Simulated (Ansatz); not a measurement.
**NbRu: a trigonal deformation path**

An exercise on one series of results from a longer session: the logs are not shown, and one member is left open.

Method: DFT r2SCAN, scalar-relativistic, plane waves, PAW, in Ansatz 0.2.0.

## The structure to begin with

It takes space group Pm-3m (No. 221, cubic). Conventional cell: a = 3.184 Å, b = 3.184 Å, c = 3.184 Å, α = 90.00°, β = 90.00°, γ = 90.00°. Nb (site symmetry m-3m) is surrounded by 8 Ru at 2.76 Å. Ru (site symmetry m-3m) has 8 Nb at 2.76 Å in its first shell of neighbours.

As a file:

```
Nb Ru
1.0
     3.18400    0.00000    0.00000
     0.00000    3.18400    0.00000
     0.00000    0.00000    3.18400
Nb Ru
1 1
Cartesian
  0.0000 0.0000 0.0000
  1.5920 1.5920 1.5920
```

No relaxation comes first: the listed cell is the starting point.

The first run:

At fixed volume and fractional coordinates, lengths along (0.577, 0.577, 0.577) are scaled against those across it; ρ is that ratio over its starting value.

Input file input.yaml:

```yaml
crystal:
  lattice:
    - [3.3429905191, -0.6685981038, -0.6685981038]
    - [-0.6685981038, 3.3429905191, -0.6685981038]
    - [-0.6685981038, -0.6685981038, 3.3429905191]
  atoms:
    - { symbol: Nb, position: [0.0, 0.0, 0.0] }
    - { symbol: Ru, position: [0.5, 0.5, 0.5] }
basis:
  ecutwfc: 500
kpoints:
  mp_grid: { grid: [16, 16, 16] }
hamiltonian:
  xc: r2scan
scf:
  occupations: { method: gaussian, width: 0.15 }
output:
  forces: true
  stress: true
  eigenvalues: true
  write_density: true
  write_potential: true
  elf: true
  volumetric_format: npy
```

The run is started by

```sh
$ ansatz run input.yaml --threads 1 --pin off --max-ram 2560MiB --backend cpu --events-out ev --progress --plain --runs-dir out
```

Steps of the session up to this table: At ρ = 0.500; ρ = 2.000; At ρ = 0.710; Point ρ = 1.410; ρ = 0.600; ρ = 0.850; ρ = 1.200; ρ = 1.700; ρ = 0.930; Point ρ = 1.080.

One table of the session follows, with a row left open; its other results are not shown here.

| ρ | ΔE (meV/atom) | pressure (GPa) |
| --- | --- | --- |
| 0.500 | 7872.3 | 198.4 |
| 0.600 | 2791.5 | 76.5 |
| 0.710 | 861.5 | 22.5 |
| 0.850 | 145.2 | -0.5 |
| 0.930 | 24.7 | -4.6 |
| 1.000 | 0.0 | -5.5 |
| 1.080 | 21.7 | -4.6 |
| 1.200 | 108.8 | -1.0 |
| 1.410 | 342.2 | 6.6 |
| 1.700 | ? | ? |
| 2.000 | 587.5 | 14.7 |

**Question.** Estimate the row for ρ = 1.700.

Worked estimate for «ΔE (meV/atom)». A straight line through the neighbours (1.410, 342.2) and (2.000, 587.5) gives 342.2 + (587.5 − 342.2) × (1.700 − 1.410) / (2.000 − 1.410) = 462.8; a parabola fitted to 3 rows on both sides gives 538.4.

The run gave: ΔE (meV/atom): 548.6; pressure (GPa): 13.0. In «ΔE (meV/atom)» the line misses by -85.8 and the parabola by -10.2.
